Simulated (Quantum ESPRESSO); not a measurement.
# SiNi3 (Pm-3m) in Quantum ESPRESSO: equation of state, part 2 of 2

Quantum ESPRESSO 7.5. Earlier steps stand in the parts before.

## Step 3: Single point, PBEsol, collinear spin, ferromagnetic start, 10.66 Å³/atom

Contents of pw.in:

```
&CONTROL
  calculation = 'scf'
  prefix = 'pwscf'
  outdir = './tmp'
  pseudo_dir = './pseudo'
  tprnfor = .true.
  tstress = .true.
  disk_io = 'nowf'
/
&SYSTEM
  ibrav = 0
  nat = 4
  ntyp = 2
  ecutwfc = 45
  ecutrho = 360
  nbnd = 42
  occupations = 'smearing'
  smearing = 'fd'
  degauss = 0.00367493
  nspin = 2
  starting_magnetization(1) = 0.0556
  starting_magnetization(2) = 0
/
&ELECTRONS
  conv_thr = 8d-10
  electron_maxstep = 120
  mixing_beta = 0.3
/
ATOMIC_SPECIES
Ni    58.6934 ni_pbesol_v1.4.uspp.F.UPF
Si    28.0850 si_pbesol_v1.uspp.F.UPF
CELL_PARAMETERS angstrom
   3.4941292669    0.0000000000    0.0000000000
   0.0000000000    3.4941292669    0.0000000000
   0.0000000000    0.0000000000    3.4941292669
ATOMIC_POSITIONS crystal
Ni     0.5000000000    0.5000000000    0.0000000000
Ni     0.5000000000    0.0000000000    0.5000000000
Ni     0.0000000000    0.5000000000    0.5000000000
Si     0.0000000000    0.0000000000    0.0000000000
K_POINTS automatic
8 8 8 0 0 0
```

Potentials or basis: GBRV 1.5 PBEsol.

On the command line:

```console
OMP_NUM_THREADS=1 mpirun -n 2 pw.x -nk 2 -in pw.in > pw.out
```

Wall time 59 s (2 MPI ranks of Arm Neoverse V2, shared host); peak memory 0.3 GiB.

Results (log left out):

```
Free energy                                           : -14135.9644 eV
Pressure                                              : -6.5 GPa
Band gap on the k mesh                                : none (metal or under the smearing width)
Net moment                                            : 0.00 μB per cell
Absolute moment                                       : 0.00 μB per cell
Valence electrons inside the program's atomic spheres : Ni 16.77; Si 2.06
```

## Step 4: Single point, PBEsol, collinear spin, ferromagnetic start, 10.89 Å³/atom

pw.in: that of step 3 with these lines changed.

```diff
@@ -32,5 +32,5 @@
 CELL_PARAMETERS angstrom
-   3.4941292669    0.0000000000    0.0000000000
-   0.0000000000    3.4941292669    0.0000000000
-   0.0000000000    0.0000000000    3.4941292669
+   3.5182274716    0.0000000000    0.0000000000
+   0.0000000000    3.5182274716    0.0000000000
+   0.0000000000    0.0000000000    3.5182274716
 ATOMIC_POSITIONS crystal
```

On the command line:

```console
OMP_NUM_THREADS=1 mpirun -n 2 pw.x -nk 2 -in pw.in > pw.out
```

It took 61 s on 2 MPI ranks of Arm Neoverse V2, shared host; peak memory 0.3 GiB.

It converged, with:

| Item | Value |
| --- | --- |
| Free energy | -14135.9185 eV |
| Pressure | -10.6 GPa |
| Band gap on the k mesh | none (metal or under the smearing width) |
| Net moment | 0.00 μB per cell |
| Absolute moment | 0.00 μB per cell |
| Valence electrons inside the program's atomic spheres | Ni 16.79; Si 2.08 |

## Step 5: Single point, PBEsol, collinear spin, ferromagnetic start, 11.11 Å³/atom

pw.in: that of step 4 with these lines changed.

```diff
@@ -32,5 +32,5 @@
 CELL_PARAMETERS angstrom
-   3.5182274716    0.0000000000    0.0000000000
-   0.0000000000    3.5182274716    0.0000000000
-   0.0000000000    0.0000000000    3.5182274716
+   3.5420000000    0.0000000000    0.0000000000
+   0.0000000000    3.5420000000    0.0000000000
+   0.0000000000    0.0000000000    3.5420000000
 ATOMIC_POSITIONS crystal
```

On the command line:

```console
OMP_NUM_THREADS=1 mpirun -n 2 pw.x -nk 2 -in pw.in > pw.out
```

It took 63 s on 2 MPI ranks of Arm Neoverse V2, shared host; peak memory 0.3 GiB.

The run converged. Its results:

```yaml
Free_energy: -14135.8511 eV
Pressure: -14.2 GPa
Band_gap_on_the_k_mesh: none (metal or under the smearing width)
Net_moment: 0.00 μB per cell
Absolute_moment: 0.00 μB per cell
Valence_electrons_inside_the_program's_atomic_spheres: Ni 16.80; Si 2.09
```

## Step 6: Single point, PBEsol, collinear spin, ferromagnetic start, 11.33 Å³/atom

pw.in: that of step 5 with these lines changed.

```diff
@@ -32,5 +32,5 @@
 CELL_PARAMETERS angstrom
-   3.5420000000    0.0000000000    0.0000000000
-   0.0000000000    3.5420000000    0.0000000000
-   0.0000000000    0.0000000000    3.5420000000
+   3.5654576373    0.0000000000    0.0000000000
+   0.0000000000    3.5654576373    0.0000000000
+   0.0000000000    0.0000000000    3.5654576373
 ATOMIC_POSITIONS crystal
```

Potentials or basis: GBRV 1.5 PBEsol.

On the command line:

```console
OMP_NUM_THREADS=1 mpirun -n 2 pw.x -nk 2 -in pw.in > pw.out
```

It took 67 s on 2 MPI ranks of Arm Neoverse V2, shared host; peak memory 0.3 GiB.

It converged, with:

* Free energy: -14135.7647 eV
* Pressure: -17.4 GPa
* Band gap on the k mesh: none (metal or under the smearing width)
* Net moment: 0.00 μB per cell
* Absolute moment: 0.00 μB per cell
* Valence electrons inside the program's atomic spheres: Ni 16.81; Si 2.11

## Step 7: Single point, PBEsol, collinear spin, ferromagnetic start, 11.55 Å³/atom

pw.in: that of step 6 with these lines changed.

```diff
@@ -32,5 +32,5 @@
 CELL_PARAMETERS angstrom
-   3.5654576373    0.0000000000    0.0000000000
-   0.0000000000    3.5654576373    0.0000000000
-   0.0000000000    0.0000000000    3.5654576373
+   3.5886106083    0.0000000000    0.0000000000
+   0.0000000000    3.5886106083    0.0000000000
+   0.0000000000    0.0000000000    3.5886106083
 ATOMIC_POSITIONS crystal
```

On the command line:

```console
OMP_NUM_THREADS=1 mpirun -n 2 pw.x -nk 2 -in pw.in > pw.out
```

Run time: 70 s. Hardware: 2 MPI ranks of Arm Neoverse V2, shared host; peak memory 0.32 GiB.

Results (log left out):

- Free energy: -14135.6616 eV
- Pressure: -20.2 GPa
- Band gap on the k mesh: none (metal or under the smearing width)
- Net moment: 0.00 μB per cell
- Absolute moment: 0.00 μB per cell
- Valence electrons inside the program's atomic spheres: Ni 16.83; Si 2.12

## Step 8: Single point, PBEsol, collinear spin, ferromagnetic start, 11.78 Å³/atom

pw.in: that of step 7 with these lines changed.

```diff
@@ -32,5 +32,5 @@
 CELL_PARAMETERS angstrom
-   3.5886106083    0.0000000000    0.0000000000
-   0.0000000000    3.5886106083    0.0000000000
-   0.0000000000    0.0000000000    3.5886106083
+   3.6114686170    0.0000000000    0.0000000000
+   0.0000000000    3.6114686170    0.0000000000
+   0.0000000000    0.0000000000    3.6114686170
 ATOMIC_POSITIONS crystal
```

On the command line:

```console
OMP_NUM_THREADS=1 mpirun -n 2 pw.x -nk 2 -in pw.in > pw.out
```

Run time: 73 s. Hardware: 2 MPI ranks of Arm Neoverse V2, shared host; peak memory 0.32 GiB.

The run converged. Its results:

| Quantity | Value |
| --- | --- |
| Free energy | -14135.5437 eV |
| Pressure | -22.7 GPa |
| Band gap on the k mesh | none (metal or under the smearing width) |
| Net moment | 0.00 μB per cell |
| Absolute moment | 0.00 μB per cell |
| Valence electrons inside the program's atomic spheres | Ni 16.84; Si 2.13 |

## Step 9: Equation of state, PBEsol, collinear spin, ferromagnetic start

Potentials or basis: GBRV 1.5 PBEsol.

No new run: the results of the series are fitted here.

Results:

```
Equilibrium volume : 10.38 Å³/atom (rough: see the caveat)
Bulk modulus       : 240 GPa (rough)
```

Energy against volume, from the lowest point:
| volume (Å³/atom) | energy (meV/atom) |
| --- | --- |
| 10.443 | 0.00 |
| 10.665 | 5.40 |
| 10.887 | 16.89 |
| 11.109 | 33.74 |
| 11.331 | 55.33 |
| 11.554 | 81.11 |
| 11.776 | 110.59 |

Caveat: the minimum lies outside the volumes run.
